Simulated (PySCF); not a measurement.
# MoHF: relaxation and vibrations of the quintet

The task is one start of a wider search on MoHF: the quintet, from a linear start. It is relaxed, tested by its Hessian and followed downhill if it is a saddle.

The runs use PySCF 2.14.0; PBE0, basis Mo def2-TZVP with ECP28, H def2-TZVP, F def2-TZVP, scalar-relativistic core potentials, no spin–orbit coupling, density fitting.

### 1 Starting geometry

3 atoms, charge 0, spin multiplicity 5.

Bond lengths: Mo1–H2 1.700 Å, Mo1–F3 2.020 Å. Angles: H2–Mo1–F3 180.0°.

```xyz
3
charge 0 multiplicity 5
Mo    0.0000    0.0000    0.0000
H     0.0000    0.0000   -1.7000
F     0.0000    0.0000    2.0200
```

### 2 First SCF at the start

One driver script runs all steps and calls PySCF; scf.py shows how it sets up the SCF of each step. The optimiser is the driver's own. After this first run the driver tries any further starts and a stability analysis.

Input file scf.py:

```python
from pyscf import gto, scf, dft
mol = gto.M(atom='''
Mo     0.000000     0.000000     0.000000
H      0.000000     0.000000    -1.700000
F      0.000000     0.000000     2.020000''',
    basis={'Mo': 'def2-TZVP', 'H': 'def2-TZVP', 'F': 'def2-TZVP'},
    ecp={'Mo': 'def2-TZVP'},
    charge=0, spin=4)
mf = dft.UKS(mol, xc='PBE0')
mf.grids.atom_grid = (50, 194)
aux = {'Mo': 'def2-universal-JKFIT', 'H': 'def2-universal-JKFIT', 'F': 'def2-universal-JKFIT'}
mf = mf.density_fit(auxbasis=aux)
mf.conv_tol = 1e-08
mf.diis_space = 10
mf.max_cycle = 60
mf.init_guess = 'minao'
mf.verbose = 4
mf.kernel()
```

On the command line:

```console
$ OMP_NUM_THREADS=2 python axn.py task.json out
```

The runs that follow: Linear start, quintet: relaxation; Frequencies; Following the imaginary mode; Frequencies.

Before running it: what results should come out? Wanted: minimum; geometry; wavenumbers; dipole moment; highest occupied, lowest empty level; polar-tensor charge of Mo1; zero-point energy; atomisation energy; ⟨S²⟩.

The runs gave:

| quantity | value |
| --- | --- |
| minimum | quintet, Cs |
| geometry | Mo–F 1.868 Å, Mo–H 1.710 Å; F–Mo–H 117.3° |
| wavenumbers (cm⁻¹) | 481 (a'), 657 (a'), 1854 (a') |
| dipole moment | 2.98 D |
| highest occupied, lowest empty level (either spin) | -6.40, -2.33 eV |
| polar-tensor charge of Mo1 | +1.08 e |
| zero-point energy | 17.9 kJ/mol |
| entropy at 298.15 K | 271.9 J/(mol K) |
| atomisation energy (no zero-point energy) | 702 kJ/mol |
| ⟨S²⟩ | 6.024 |

What this shows: From C∞v at the start the molecule goes to a Cs minimum, after a stop at a saddle point 84.4 kJ/mol higher, from which it was pushed off along an imaginary mode. In the infrared the band at 1854 cm⁻¹ (a', stretch) leads. Most of the spin sits on Mo1 (Mulliken spin 4.14, against 4 for the whole molecule). The first SCF alone would have been 8 kJ/mol too high. Other starts or spin states, not run here, may lie lower. One determinant may miss the lowest occupation of an open d or f shell.
